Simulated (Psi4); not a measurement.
# CuNH2 (SMILES [NH2][Cu]), run twice

Wanted: the energy of CuNH2, AQCC/6-31G* (Cartesian functions).

The results are computed with Psi4 1.11.

5 further runs of the same task are left out: 2 that didn't finish, 3 set aside as unsound or not needed.

## (1) The structure to begin with

CuNH2 has 4 atoms, charge 0, and is taken as a singlet. SMILES: `[NH2][Cu]`. The shape is that of a PBE0-D4/def2-TZVP optimisation.

Bond lengths: N1–Cu2 1.830 Å, N1–H3 1.019 Å, N1–H4 1.019 Å. Angles: Cu2–N1–H3 107.0°, Cu2–N1–H4 107.0°, H3–N1–H4 104.5°.

## (2) Try one

cuh2n.inp reads:

```
memory 1600 MB

molecule {
  0 1
  N     -0.277300     0.250900     0.117500
  Cu     1.383600    -0.301600     0.652600
  H     -0.862400    -0.581500     0.055500
  H     -0.188400     0.571900    -0.845900
}

set globals {
  basis          6-31G*
  scf_type       direct
  freeze_core    true
  ints_tolerance 0.0001
  maxiter        50
}

result, w = energy("aqcc", return_wfn=True)
```

The run is started by

```bash
psi4 -i cuh2n.inp -o cuh2n.out -n 1
```

cuh2n.out:

```text
[...]
  Running in c1 symmetry.
[...]
  Nuclear repulsion =   79.397725323578655
[...]
  Multiplicity = 1
[...]
  Nalpha       = 19
  Nbeta        = 19
[...]
    Number of basis functions: 58
[...]
   @DF-RHF iter   1: -1691.99542056561040   -1.37100e+00   5.52698e-02 ADIIS/DIIS
[...]
   @RHF iter  28: -1694.19119098719398   -2.50111e-12   6.08686e-09 DIIS
[...]
    Orbital Energies [Eh]
    ---------------------
    Doubly Occupied:
       1A   -328.749891     2A    -40.803281     3A    -35.604663
       4A    -35.603199     5A    -35.602863     6A    -15.477056
       7A     -4.987687     8A     -3.306229     9A     -3.297177
      10A     -3.296354    11A     -1.031209    12A     -0.564197
      13A     -0.484647    14A     -0.451903    15A     -0.451129
      16A     -0.450595    17A     -0.447172    18A     -0.358463
      19A     -0.301718
[...]
  @RHF Final Energy: -1694.19119098719398
   => Energetics <=
    Nuclear Repulsion Energy =             79.3977253235786549
    One-Electron Energy =               -2524.6389644505820797
    Two-Electron Energy =                 751.0500481398095189
    Total Energy =                      -1694.1911909871942044
[...]
 Multipole Moments:
 ------------------------------------------------------------------------------------
     Multipole            Electronic (a.u.)      Nuclear  (a.u.)        Total (a.u.)
 ------------------------------------------------------------------------------------
 L = 1.  Multiply by 2.5417464519 to convert [e a0] to [Debye]
 Dipole X            :          6.0963236           -4.5308784            1.5654452
 Dipole Y            :         -1.6435913            0.8489829           -0.7946084
 Dipole Z            :          2.4561100           -2.3019292            0.1541809
 Magnitude           :                                                    1.7623260
[...]
      * SCS-MP2 total energy:                -1694.651946093329
[...]
      * MP2 total energy:                    -1694.689489834798
[...]
```

Run time: 6.6 s. Hardware: 1 thread of Intel Xeon Platinum 8375C at 2.90GHz (Ice Lake), shared host; peak memory 0.27 GiB.

## (3) What went wrong

The run finished; that doesn't make the result usable.

The cause is that the screening of the two-electron integrals is far too loose. Among its listed settings the sound run differs in this, and the input shows the rest: integrals pk in place of direct.

## (4) Second attempt

calc.dat reads:

```
memory 1600 MB

molecule {
  N     -0.277300     0.250900     0.117500
  Cu     1.383600    -0.301600     0.652600
  H     -0.862400    -0.581500     0.055500
  H     -0.188400     0.571900    -0.845900
}

set basis 6-31G*
set scf_type pk
set freeze_core true

E = energy('aqcc')
```

The run is started by

```bash
psi4 -i calc.dat -o calc.out -n 1
```

calc.out:

```text
[...]
  Running in c1 symmetry.
[...]
  Nuclear repulsion =   79.397725323578655
[...]
  Multiplicity = 1
[...]
  Nalpha       = 19
  Nbeta        = 19
[...]
    Number of basis functions: 58
[...]
   @RHF iter   1: -1691.99560348935870   -1.37107e+00   5.52696e-02 ADIIS/DIIS
[...]
   @RHF iter  17: -1694.19144714892923   -4.32010e-12   6.69216e-09 DIIS
[...]
    Orbital Energies [Eh]
    ---------------------
    Doubly Occupied:
       1A   -328.750261     2A    -40.803642     3A    -35.605030
       4A    -35.603537     5A    -35.603199     6A    -15.477082
       7A     -4.988041     8A     -3.306552     9A     -3.297483
      10A     -3.296657    11A     -1.031147    12A     -0.564015
      13A     -0.484770    14A     -0.452419    15A     -0.451390
      16A     -0.450858    17A     -0.447596    18A     -0.358338
      19A     -0.301751
[...]
  @RHF Final Energy: -1694.19144714892923
   => Energetics <=
    Nuclear Repulsion Energy =             79.3977253235786549
    One-Electron Energy =               -2524.6308053049842783
    Two-Electron Energy =                 751.0416328324764663
    Total Energy =                      -1694.1914471489294556
[...]
 Multipole Moments:
 ------------------------------------------------------------------------------------
     Multipole            Electronic (a.u.)      Nuclear  (a.u.)        Total (a.u.)
 ------------------------------------------------------------------------------------
 L = 1.  Multiply by 2.5417464519 to convert [e a0] to [Debye]
 Dipole X            :          6.0957448           -4.5308784            1.5648664
 Dipole Y            :         -1.6441600            0.8489829           -0.7951772
 Dipole Z            :          2.4547322           -2.3019292            0.1528030
 Magnitude           :                                                    1.7619484
[...]
      * SCS-MP2 total energy:                -1694.651152495262
[...]
      * MP2 total energy:                    -1694.688544235418
[...]
```

Run time: 4.8 s. Hardware: 1 thread of Intel Xeon Platinum 8375C at 2.90GHz (Ice Lake), shared host; peak memory 0.27 GiB.

## (5) Outcome

Level: AQCC/6-31G* (Cartesian functions).

| quantity | value |
| --- | --- |
| total energy | -1694.66345 Eh |
| HOMO energy (Hartree–Fock orbitals) | -8.21 eV |
| LUMO energy (Hartree–Fock orbitals) | 0.72 eV |
| HOMO–LUMO gap (Hartree–Fock orbitals) | 8.93 eV |
| correlation energy (10 core orbitals frozen) | -472.0 mEh |

What this shows: The first attempt's energy was -0.028 eV off this one.
